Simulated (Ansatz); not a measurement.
**Pb (P6_3/mmc): compression over a wide range**

One table from this session's results is given with a row withheld; the runs are named, their logs left out.

This is Pb in the hcp structure; at room conditions it is fcc.

Method: DFT PBEsol, scalar-relativistic, plane waves, PAW, in Ansatz 0.2.0.

## The system as given

Symmetry: P6_3/mmc, No. 194, hexagonal system. Conventional cell: a = 3.456 Å, b = 3.456 Å, c = 5.757 Å, α = 90.00°, β = 90.00°, γ = 120.00°. Pb (site symmetry -6m2) has 12 Pb at 3.46 to 3.50 Å as nearest neighbours.

As a file:

```
Pb
1.0
     3.45624    0.00000    0.00000
    -1.72812    2.99319    0.00000
     0.00000    0.00000    5.75692
Pb
2
Cartesian
  0.0000 1.9955 1.4392
  1.7281 0.9977 4.3177
```

An earlier run at PBEsol left this cell at 29.778 Å³/atom and 0.01 GPa (14×14×8 mesh).

The first run:

Input file input.yaml:

```yaml
crystal:
  lattice:
    - [3.4095253001, 0.0, 0.0]
    - [-1.70476265, 2.9527355247, 0.0]
    - [0.0, 0.0, 5.6791120655]
  atoms:
    - { symbol: Pb, position: [0.3333333333, 0.6666666667, 0.25] }
    - { symbol: Pb, position: [0.6666666667, 0.3333333333, 0.75] }
basis:
  ecutwfc: 420
  ecutrho_ratio: 4
kpoints:
  mp_grid: { grid: [16, 16, 8] }
hamiltonian:
  xc: pbesol
scf:
  occupations: { method: gaussian, width: 0.05 }
output:
  forces: true
  stress: true
  eigenvalues: true
relax:
  f_tol: 0.01
  max_steps: 40
  cell: { stress_tol: 0.1, fix: [volume] }
```

Launch:

```sh
$ ansatz run input.yaml --threads 1 --pin off --max-ram 2560MiB --backend cpu --events-out ev --progress --plain --runs-dir out
```

Among the steps run: Volume × 0.96; Volume × 1.04; Volume × 0.92; Volume × 0.88; Volume × 0.84; Volume × 0.8.

One table of the session follows, with a row left open; its other results are not shown here.

It belongs to the step «The curve». 

```
volume (Å³/atom)  energy above the lowest (meV/atom)  pressure (GPa)
          23.823                               280.5            18.6
          25.014                               163.8            13.0
          26.205                                   ?               ?
          27.396                                35.3             5.0
          28.587                                 9.1             2.2
          29.778                                 0.0             0.0
          30.969                                 6.3            -1.7
```

Q: Estimate the row for volume (Å³/atom) = 26.205 from the others.

Worked estimate for «energy above the lowest (meV/atom)». A straight line through the neighbours (25.014, 163.8) and (27.396, 35.3) gives 163.8 + (35.3 − 163.8) × (26.205 − 25.014) / (27.396 − 25.014) = 99.6; a parabola fitted to 4 rows on both sides gives 84.5.

The run gave: energy above the lowest (meV/atom): 84.8; pressure (GPa): 8.5. In «energy above the lowest (meV/atom)» the line misses by +14.8 and the parabola by -0.3.

To keep in mind: The k mesh is not the same at all volumes. Other structures may be lower in enthalpy at these pressures.
